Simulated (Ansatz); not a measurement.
**BGeH₄ (doublet): wave-function methods side by side at distance Ge1–B2 = 4.282 Å, cc-pVDZ**

How much of the correlation energy of BGeH₄ (doublet) does each wave-function method recover here?

Program: Ansatz 0.2.0, Gaussian basis. Level of theory: cc-pVDZ, core rule «outside noble gas», up to 15 orbitals frozen. These are calculated values, not measurements.

To be run: UHF; CCSD(T) on ROHF; CCSD(T) on UHF; BCCD(T) on ROHF; CISD; CCSDT(Q) on ROHF; CCSDT(Q) on UHF; CASSCF and MRCISD+Q, 3 electrons in 3 orbitals; CASSCF and NEVPT2, 3 electrons in 3 orbitals; CASSCF and MRCISD+Q, 9 electrons in 9 orbitals; CASSCF and NEVPT2, 9 electrons in 9 orbitals.

19 further runs of the same task are left out: 1 for a mislabelled method, 15 that didn't finish, 3 set aside as unsound or not needed.

## 1. The geometry

The geometry derives from a PBE0/def2-TZVP stationary point (not a proven minimum). One bond is set to the value named and the two fragments are kept rigid. No spin-orbit coupling is included. The filled d shell of Ge may be among the frozen orbitals whatever the setting's name suggests; the logs give the count.

6 atoms, charge 0, spin multiplicity 2.

Atoms are counted from 1 here; the program's logs count them from 0.

Bond lengths: Ge1–H3 1.536 Å, Ge1–H4 1.536 Å, B2–H5 1.193 Å, B2–H6 1.193 Å. Angles: H3–Ge1–H4 109.7°, H5–B2–H6 121.9°.

## 2. UHF

The input, in.yaml:

```yaml
crystal:
  periodic: [false, false, false]
  atoms:
    - {symbol: Ge, position_ang: [0.000000, 0.000000, 0.620801]}
    - {symbol: B, position_ang: [0.000000, 0.000000, -3.661199]}
    - {symbol: H, position_ang: [0.000000, 1.255258, 1.505448]}
    - {symbol: H, position_ang: [0.000000, -1.255258, 1.505448]}
    - {symbol: H, position_ang: [0.000000, 1.042369, -4.240608]}
    - {symbol: H, position_ang: [0.000000, -1.042369, -4.240608]}
basis:
  gaussian: {orbitals: cc-pVDZ}
magnetization: {spin_polarized: true, initial_magnetization: 1}
hamiltonian: {xc: hf}
output: {orbitals: {seedname: orbitals}}
```

Launch:

```bash
ansatz run in.yaml --threads 1 --pin off --events-out ev --progress --plain --max-ram 2393MiB
```

After this run come: CCSD(T) on ROHF; CCSD(T) on UHF; BCCD(T) on ROHF; CISD; CCSDT(Q) on ROHF; CCSDT(Q) on UHF; CASSCF and MRCISD+Q, 3 electrons in 3 orbitals; CASSCF and NEVPT2, 3 electrons in 3 orbitals; CASSCF and MRCISD+Q, 9 electrons in 9 orbitals; CASSCF and NEVPT2, 9 electrons in 9 orbitals.

Before running them: what should the planned runs give, taken together? Wanted: UCCSDT(Q) below the RHF energy; RMP2 from UCCSDT(Q); UMP2 from UCCSDT(Q); RCCSD from UCCSDT(Q); RCCSD(T) from UCCSDT(Q); UCCSD(T) from UCCSDT(Q); RCCSDT(Q) from UCCSDT(Q); NEVPT2 pair from UCCSDT(Q); MRCISD+Q pair from UCCSDT(Q).

As calculated:

| quantity | value |
| --- | --- |
| UCCSDT(Q) below the RHF energy | -5.4830 eV |
| RMP2 from UCCSDT(Q) | +132.3 kJ/mol |
| UMP2 from UCCSDT(Q) | +140.1 kJ/mol |
| RCCSD from UCCSDT(Q) | +10.9 kJ/mol |
| RCCSD(T) from UCCSDT(Q) | +2.4 kJ/mol |
| UCCSD(T) from UCCSDT(Q) | +3.6 kJ/mol |
| RCCSDT(Q) from UCCSDT(Q) | -0.3 kJ/mol |
| NEVPT2 pair from UCCSDT(Q) | +123.8 kJ/mol |
| MRCISD+Q pair from UCCSDT(Q) | +0.1 kJ/mol |
| NEVPT2 frontier from UCCSDT(Q) | +109.8 kJ/mol |
| levels within 1 kcal/mol (43 meV) | RCCSD(T), UCCSD(T), BCCD(T), RCCSDT, UCCSDT, RCCSDT(Q), MRCISD+Q pair, MRCISD+Q frontier |
| T1 diagnostic | 0.013 |

**Reading.** RCCSD(T) misses by +2.4 kJ/mol, 0.4 % of the correlation energy. Of the multireference levels listed MRCISD+Q pair comes nearest in total energy (+0.1 kJ/mol), which doesn't show that its space is the better one. These misses are within one basis, not against nature; the frozen cores of restricted and unrestricted runs differ, which can shift their rows.
